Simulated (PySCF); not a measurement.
# C6H9ClSi: electronic excitations

What electronic excitations should C6H9ClSi (`C#CC/C(Cl)=C(/C)[SiH3]`) show?

Computed with PySCF 2.14.0, with density-fitted response routines of our own, on a single molecule in the gas phase. Atoms count from 0, in the outputs and in this text.

**1. Starting geometry**

17 atoms, charge 0, multiplicity 1; geometry from: GFN2-xTB.

Bonds of the start (Å): C0–C1 1.20, C1–C2 1.45, C2–C3 1.50, C3–Cl4 1.75, C3–C5 1.33, C5–C6 1.50, C5–Si7 1.89, C0–H8 1.05, C2–H9 1.09, C2–H10 1.09, C6–H11 1.09, C6–H12 1.09, C6–H13 1.09, Si7–H14 1.46, Si7–H15 1.46, Si7–H16 1.47.

**2. Ultraviolet spectrum: B3LYP/def2-SVPD**

Job settings and geometry (Å):

```
{"job": {"kind": "uv", "xc": "B3LYP", "basis": "def2-SVPD", "nstates": 8, "ntriplets": 3}, "charge": 0, "multiplicity": 1}
C      3.200825    -0.041400     0.901182
C      2.342117    -0.469141     0.186685
C      1.293359    -0.940636    -0.699047
C      0.291485     0.155645    -0.934650
Cl     0.801364     1.250608    -2.203521
C     -0.833690     0.334301    -0.253872
C     -1.775590     1.469201    -0.522266
Si    -1.332586    -0.845595     1.141858
H      3.960570     0.315567     1.529861
H      1.745212    -1.244300    -1.647603
H      0.803643    -1.807906    -0.249520
H     -1.452754     2.071370    -1.367823
H     -1.843268     2.109423     0.356769
H     -2.773138     1.083202    -0.727467
H     -2.547326    -0.312048     1.759446
H     -0.265803    -0.944968     2.138553
H     -1.621418    -2.171295     0.581501
```

With the program's defaults for keys left out, this is: TDDFT B3LYP/def2-SVPD, vertical, gas phase, core orbitals frozen in the response.

On the command line:

```
$ OMP_NUM_THREADS=1 python probes_run.py task.json out
```

The driver reads the jobs from task.json and runs them one after another.

Standard output:

```text
coarse grid: 15344 points
cycle   1  E = -983.1056368991  dE =  8.153e-01  |g| = 4.758e-01  |ddm| = 1.135e+01
cycle   2  E = -983.0651708183  dE =  4.047e-02  |g| = 6.203e-01  |ddm| = 3.103e+00
cycle   3  E = -983.1568154807  dE = -9.164e-02  |g| = 1.920e-01  |ddm| = 1.559e+00
cycle   4  E = -983.1661473985  dE = -9.332e-03  |g| = 5.110e-02  |ddm| = 4.488e-01
cycle   5  E = -983.1666369232  dE = -4.895e-04  |g| = 2.760e-02  |ddm| = 1.272e-01
cycle   6  E = -983.1668245438  dE = -1.876e-04  |g| = 5.846e-03  |ddm| = 5.144e-02
cycle   7  E = -983.1668333074  dE = -8.764e-06  |g| = 1.266e-03  |ddm| = 1.947e-02
final grid: 139272 points
cycle   8  E = -983.2983209405  dE = -4.363e-05  |g| = 5.445e-03  |ddm| = 2.171e-01
cycle   9  E = -983.2983144465  dE =  6.494e-06  |g| = 7.270e-03  |ddm| = 3.430e-02
cycle  10  E = -983.2983286978  dE = -1.425e-05  |g| = 9.287e-04  |ddm| = 1.982e-02
cycle  11  E = -983.2983289105  dE = -2.127e-07  |g| = 2.887e-04  |ddm| = 2.978e-03
cycle  12  E = -983.2983289234  dE = -1.296e-08  |g| = 1.879e-04  |ddm| = 7.192e-04
cycle  13  E = -983.2983289323  dE = -8.853e-09  |g| = 2.656e-05  |ddm| = 3.168e-04
cycle  14  E = -983.2983289325  dE = -1.889e-10  |g| = 5.710e-06  |ddm| = 6.835e-05
converged SCF energy = -983.2983289325

Static polarisability (au): isotropic 111.946, principal 90.753 113.496 131.590

Singlet excitations
state   eV       nm        f      main configurations
  1   5.8201    213.0   0.17038   H->L 0.76, H-2->L 0.12
  2   6.0190    206.0   0.00118   H->L+1 0.69, H-1->L 0.13, H->L+2 0.11
  3   6.0472    205.0   0.04175   H-1->L 0.77, H->L+1 0.11
  4   6.1716    200.9   0.06207   H-2->L 0.78, H->L 0.11
  5   6.3897    194.0   0.01318   H->L+2 0.73, H->L+1 0.14
  6   6.6693    185.9   0.00096   H->L+4 0.63, H-2->L+4 0.19
  7   6.6963    185.2   0.01618   H->L+3 0.82, H->L+2 0.08
  8   6.7729    183.1   0.00104   H-3->L 0.90

Triplet excitations (Tamm-Dancoff, eV): 3.9754 5.3952 5.6709
```

It took 2 min on 1 thread of Arm Neoverse N1, shared host; peak memory 1.1 GiB.

The orbitals next to the gap, with their largest atomic shares:

| orbital | eV | atoms |
| --- | --- | --- |
| HOMO−3 | -8.66 | Cl4 75 %, C3 5 % |
| HOMO−2 | -7.80 | C0 37 %, C1 36 %, C2 7 % |
| HOMO−1 | -7.74 | C0 41 %, C1 39 %, C2 7 % |
| HOMO | -7.00 | C5 27 %, C3 26 %, Cl4 22 % |
| LUMO | -0.77 | C3 26 %, C5 25 %, Si7 11 % |
| LUMO+1 | 0.03 | Si7 21 %, Cl4 21 %, C3 10 % |
| LUMO+2 | 0.30 | Si7 26 %, Cl4 23 %, H14 10 % |

With each of the 8 states as a Gaussian band of 0.4 eV half-width at 1/e, the curve within the window shown has maxima at 209 nm (ε 9,900) L/(mol cm). Beyond the last state computed it falls off for lack of states. The curve at chosen wavelengths:

(nm, ε (L/mol/cm)): (175, 355), (177, 529), (180, 867), (182, 1150), (185, 1691), (187, 2156), (190, 3056), (192, 3804), (195, 5123), (197, 6087), (200, 7530), (202, 8398), (205, 9396), (207, 9780), (210, 9856), (212, 9567), (215, 8689), (217, 7878), (220, 6473), (222, 5501), (225, 4116), (227, 3294), (230, 2263), (232, 1716), (235, 1092), (237, 789)

Leading natural transition orbitals of singlet state 1: the hole lies on C0, C5 about 19 % each; Cl4 19 %; C1, C3 about 14 % each; the particle on C3, C5 about 22 % each; Cl4 8 %; Si7 6 %.

Ground-state properties from the same run:

| property | computed |
| --- | --- |
| dipole moment (D) | 1.25 |
| polarisability (Å³) | 16.59 |
| HOMO–LUMO gap (eV) | 6.23 |
| −ε(HOMO) (eV) | 7.00 |

The fields below are evaluated on a grid from the run's orbitals.

Frontier orbitals at B3LYP/def2-SVPD, with the share of their density that lies nearest to each atom:

| orbital | energy (eV) | lies on |
| --- | --- | --- |
| HOMO | -7.00 | C5 31 %; C3 25 %; Cl4 22 % |
| LUMO | -0.77 | C3, C5 about 28 % each; Cl4 6 % |

ELF in a plane through or near 5 of the atoms.

Values, 10 rows by 14 columns:
```
0.00 0.00 0.00 0.00 0.00 0.00 0.00 0.00 0.00 0.00 0.00 0.00 0.00 0.00
0.00 0.00 0.00 0.00 0.00 0.04 0.19 0.22 0.02 0.00 0.00 0.00 0.00 0.00
0.00 0.00 0.00 0.00 0.01 0.69 0.90 0.90 0.13 0.78 0.17 0.00 0.00 0.00
0.00 0.00 0.00 0.09 0.03 0.23 0.69 0.53 0.19 0.99 0.30 0.01 0.00 0.00
0.00 0.00 0.26 0.67 0.71 0.29 0.58 0.87 0.78 0.15 0.99 0.70 0.00 0.00
0.00 0.00 0.35 0.81 0.26 0.65 0.09 0.65 0.74 0.14 0.56 0.13 0.00 0.00
0.00 0.00 0.06 0.42 0.43 0.04 0.14 0.17 0.63 0.93 0.69 0.00 0.00 0.00
0.00 0.00 0.00 0.00 0.00 0.01 0.96 0.93 0.09 0.99 0.98 0.02 0.00 0.00
0.00 0.00 0.00 0.00 0.00 0.00 0.19 0.13 0.03 0.11 0.06 0.00 0.00 0.00
0.00 0.00 0.00 0.00 0.00 0.00 0.00 0.00 0.00 0.00 0.00 0.00 0.00 0.00
```
The map spans 12.8 Å across and 10.4 Å up, centred on the molecule. Atoms in the plane (x, y in Å): C1 (-2.4, 0.1), C5 (0.9, 0.2), C6 (2.1, 1.0), Si7 (1.0, -1.7), H11 (2.0, 2.0).

On the surface of density 0.002 e/bohr³ the electrostatic potential runs, from the 1st to the 99th percentile, from -0.75 V near C0 to 1.24 V near H8.

**3. Outcome**

```
                             quantity                        value
     lowest singlet (B3LYP/def2-SVPD)  5.82 eV (213 nm), f = 0.170
                       lowest triplet                      3.98 eV
surface potential, 1st and 99th percentile           -0.75 V and 1.24 V
```

What this shows: The lowest singlet, at 5.82 eV, is HOMO→LUMO 0.76, HOMO−2→LUMO 0.12 and is bright. The lowest triplet lies 1.84 eV below the lowest singlet (triplets in Tamm-Dancoff, singlets in full TDDFT). By nearest atom (B3LYP/def2-SVPD), the HOMO sits on C5 31 %; C3 25 % and the LUMO on C3, C5 about 28 % each; Cl4 6 %.
